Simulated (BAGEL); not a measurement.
# P4 (PPPP tetrahedron) at HF/6-31G(d) (density fitting with qzvpp-jkfit, spherical functions)

What is the electronic atomisation energy of P4 (PPPP tetrahedron) at HF/6-31G* (density fitting with qzvpp-jkfit, spherical functions)? 

The calculation is run with BAGEL 1.2.2.

9 further runs of the same task are left out: 4 that didn't finish, 5 set aside as unsound or not needed.

**1. The system as given**

P4: 4 atoms, total charge 0, spin state singlet. The shape is that of a GFN2-xTB optimisation.

Bond lengths: P1–P2 2.185 Å, P1–P3 2.185 Å, P2–P3 2.185 Å, P1–P4 2.185 Å, P2–P4 2.185 Å, P3–P4 2.185 Å. Some angles: P1–P2–P3 60.0°, P1–P2–P4 60.0°, P3–P2–P4 60.0°, P2–P1–P3 60.0°, P2–P1–P4 60.0°, P3–P1–P4 60.0°, P1–P3–P2 60.0°, P1–P3–P4 60.0°, P2–P3–P4 60.0°, P1–P4–P2 60.0°.

**2. The energy at HF/6-31G(d) (density fitting with qzvpp-jkfit, spherical functions)**

Input file input.json:

```json
{ "bagel" : [

{
  "title" : "molecule",
  "basis" : "6-31gs.json",
  "df_basis" : "qzvpp-jkfit",
  "angstrom" : true,
  "geometry" : [
    { "atom" : "P", "xyz" : [       1.237350,       0.508660,       0.014870 ] },
    { "atom" : "P", "xyz" : [      -0.533910,       0.090090,       1.223310 ] },
    { "atom" : "P", "xyz" : [       0.050100,      -1.284450,      -0.371180 ] },
    { "atom" : "P", "xyz" : [      -0.753550,       0.685700,      -0.867000 ] }
  ]
},

{
  "title" : "hf"
},

{
  "title" : "print",
  "file" : "orbitals.molden",
  "orbitals" : true
}

]}
```

The basis set 6-31G* is read from a file made from the Basis Set Exchange's data (not shown).

Run with:

```console
BAGEL_NUM_THREADS=1 BAGEL input.json > input.out
```

The program printed:

```text
* using 1 threads per process

  ===============================================================
  ===============================================================

  *** Geometry ***

  { "atom" : "P", "xyz" : [      2.338253,      0.961228,      0.028100 ] },
  { "atom" : "P", "xyz" : [     -1.008944,      0.170245,      2.311721 ] },
  { "atom" : "P", "xyz" : [      0.094675,     -2.427259,     -0.701429 ] },
  { "atom" : "P", "xyz" : [     -1.424003,      1.295785,     -1.638393 ] },

  Number of auxiliary basis functions:      512

  Since a DF basis is specified, we compute 2- and 3-index integrals:
    o Being stored without compression. Storage requirement is 0.021 GB

  Number of basis functions:       72
  Number of electrons      :       60

    * METHOD: MOLECULE                             0.27

  *** RHF ***

  === Nuclear Repulsion ===
   326.9944153456

      * DIIS with orbital gradients will be used.

  === RHF iteration (6-31gs.json) ===
      0      -1362.86691393          0.00429970           0.09
      1      -1362.88899076          0.00141516           0.08
      2      -1362.89332993          0.00058530           0.09
      3      -1362.89383826          0.00021201           0.08
      4      -1362.89389485          0.00002745           0.08
      5      -1362.89389576          0.00000265           0.08
      6      -1362.89389577          0.00000038           0.09
      7      -1362.89389577          0.00000019           0.09
      8      -1362.89389577          0.00000004           0.09
      9      -1362.89389577          0.00000001           0.09
    * SCF iteration converged.

    * Permanent dipole moment:
           (    0.000082,    -0.000073,    -0.000040) a.u.

    * METHOD: HF                                   1.00

    * METHOD: PRINT                                0.01

  ===============================================================
```

Run time: 1.4 s. Hardware: 1 thread of Arm Neoverse V1, shared host; peak memory 0.11 GiB.

**3. The P atom, same level**

Input file input.json:

```json
{ "bagel" : [

{
  "title" : "molecule",
  "basis" : "6-31gs.json",
  "df_basis" : "qzvpp-jkfit",
  "angstrom" : true,
  "geometry" : [
    { "atom" : "P", "xyz" : [    0.000000,    0.000000,    0.000000 ] }
  ]
},
{ "title" : "uhf", "nopen" : 3 },
{ "title" : "print", "file" : "orbitals.molden", "orbitals" : true }

]}
```

The basis set 6-31G* is read from a file made from the Basis Set Exchange's data (not shown).

Run the same way, it converges to -340.68904 Eh (log not shown).

**4. Outcome**

At HF/6-31G* (density fitting with qzvpp-jkfit, spherical functions):

| quantity | value |
| --- | --- |
| molecule: total energy | -1362.89390 Eh |
| molecule: dipole moment | 0.00 D |
| molecule: HOMO energy | -9.91 eV |
| molecule: LUMO energy | 2.52 eV |
| molecule: HOMO–LUMO gap | 12.43 eV |
| P atom: total energy | -340.68904 Eh |
| P atom: dipole moment | 0.00 D |
| P atom: ⟨S²⟩ | 3.750 |
| electronic atomisation energy | 3.748 eV |

In words: Taking the molecule apart into free atoms costs 3.75 eV (86 kcal/mol), before zero-point energy and without spin-orbit coupling. Hartree–Fock lacks the correlation of the bonding pairs, which as a rule makes this value much too low; in minimal bases other errors can mask that.
